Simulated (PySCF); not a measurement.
# From one method to the next for HgF

What do other methods print for HgF?

The runs use PySCF 2.14.0; each script names its method and basis.

1 further run of the same task is left out (for a known fault of the program).

**1. The starting structure**

HgF: 2 atoms, charge 0, spin multiplicity 2.

Bond lengths: Hg1–F2 1.851 Å.

**2. Base script**

The input, input.py:

```python
from pyscf import gto, scf

mol = gto.M(
    atom='Hg 0 0 0; F 0 0 1.851',
    basis='def2-svp',
    ecp={'Hg': 'def2-svp'},
    charge=0,
    spin=1,
    verbose=3,
)
mf = scf.UHF(mol)
mf.kernel()
mf.dip_moment()
print('orbital energies (hartree):', [e[max(0, n-3):n+3].round(4) for e, n in zip(mf.mo_energy, mol.nelec)])
```

The run is started by

```sh
$ OMP_NUM_THREADS=1 python input.py
```

**3. CASSCF (ROHF)**

Variant 1 changes step after the SCF: none → casscf; SCF type: UHF → ROHF; active space: none → 1 electrons in 2 orbitals.

The input, input.py:

```python
from pyscf import gto, scf, mcscf

mol = gto.M(
    atom='Hg 0 0 0; F 0 0 1.851',
    basis='def2-svp',
    ecp={'Hg': 'def2-svp'},
    charge=0,
    spin=1,
    verbose=3,
)
mf = scf.ROHF(mol)
mf.kernel()
mc = mcscf.CASSCF(mf, 2, 1)
mc.kernel()
mc.analyze()
mf.dip_moment()
print('orbital energies (hartree):', mf.mo_energy[..., max(0, mol.nelec[1]-3):mol.nelec[0]+3].round(4))
```

**4. TDA**

Variant 2 changes step after the SCF: none → tda; number of roots: none → 4.

input.py, as its differences from that of step 2:

```diff
@@ -1,2 +1,2 @@
-from pyscf import gto, scf
+from pyscf import gto, scf, tdscf
 
@@ -12,2 +12,6 @@
 mf.kernel()
+td = tdscf.TDA(mf)
+td.nstates = 4
+td.kernel()
+td.analyze(verbose=3)
 mf.dip_moment()
```

**5. Pw91 (UKS)**

Variant 3 changes functional: none (Hartree–Fock) → pw91; SCF type: UHF → UKS; step after the SCF: none → analyze.

input.py, as its differences from that of step 2:

```diff
@@ -1,2 +1,2 @@
-from pyscf import gto, scf
+from pyscf import gto, dft
 
@@ -10,4 +10,5 @@
 )
-mf = scf.UHF(mol)
+mf = dft.UKS(mol, xc='pw91')
 mf.kernel()
+mf.mulliken_pop()
 mf.dip_moment()
```

**6. MP2**

Variant 4 changes step after the SCF: none → mp2.

input.py, as its differences from that of step 2:

```diff
@@ -1,2 +1,2 @@
-from pyscf import gto, scf
+from pyscf import gto, scf, mp
 
@@ -12,2 +12,3 @@
 mf.kernel()
+mp.MP2(mf).kernel()
 mf.dip_moment()
```

**7. Population analysis**

Variant 5 changes step after the SCF: none → analyze.

input.py, as its differences from that of step 2:

```diff
@@ -12,2 +12,3 @@
 mf.kernel()
+mf.mulliken_pop()
 mf.dip_moment()
```

**8. NEVPT2 (ROHF)**

Variant 6 changes step after the SCF: none → nevpt2; SCF type: UHF → ROHF; active space: none → 3 electrons in 5 orbitals.

The input, input.py:

```python
from pyscf import gto, scf, mcscf, mrpt

mol = gto.M(
    atom='Hg 0 0 0; F 0 0 1.851',
    basis='def2-svp',
    ecp={'Hg': 'def2-svp'},
    charge=0,
    spin=1,
    verbose=3,
)
mf = scf.ROHF(mol)
mf.kernel()
mc = mcscf.CASSCF(mf, 5, 3)
mc.kernel()
mc.analyze()
mrpt.NEVPT(mc).kernel()
mf.dip_moment()
print('orbital energies (hartree):', mf.mo_energy[..., max(0, mol.nelec[1]-3):mol.nelec[0]+3].round(4))
```

**Question.** What will these runs give? Wanted: for each run, E(SCF); from base; SCF dipole; after the SCF.

The runs gave:

| run | E(SCF) (hartree) | from base (eV) | SCF dipole (D) | after the SCF |
| --- | --- | --- | --- | --- |
| base | -251.823065 | 0 | 2.72 | n/a |
| CASSCF (ROHF) | -251.820122 | +0.0801 | 2.81 | n/a |
| TDA | -251.823065 | 0.0000 | 2.72 | lowest root found 4.98 eV |
| pw91 (UKS) | -253.266145 | not comparable | 1.65 | n/a |
| MP2 | -251.823065 | 0.0000 | 2.72 | MP2 correlation -14.669 eV |
| population analysis | -251.823065 | 0.0000 | 2.72 | n/a |
| NEVPT2 (ROHF) | -251.820122 | +0.0801 | 2.81 | NEVPT2 correlation -14.903 eV (from the SCF energy, the CASSCF gain included) |

**Reading.** Total energies of different functionals can't be compared with each other; differences within one functional can.
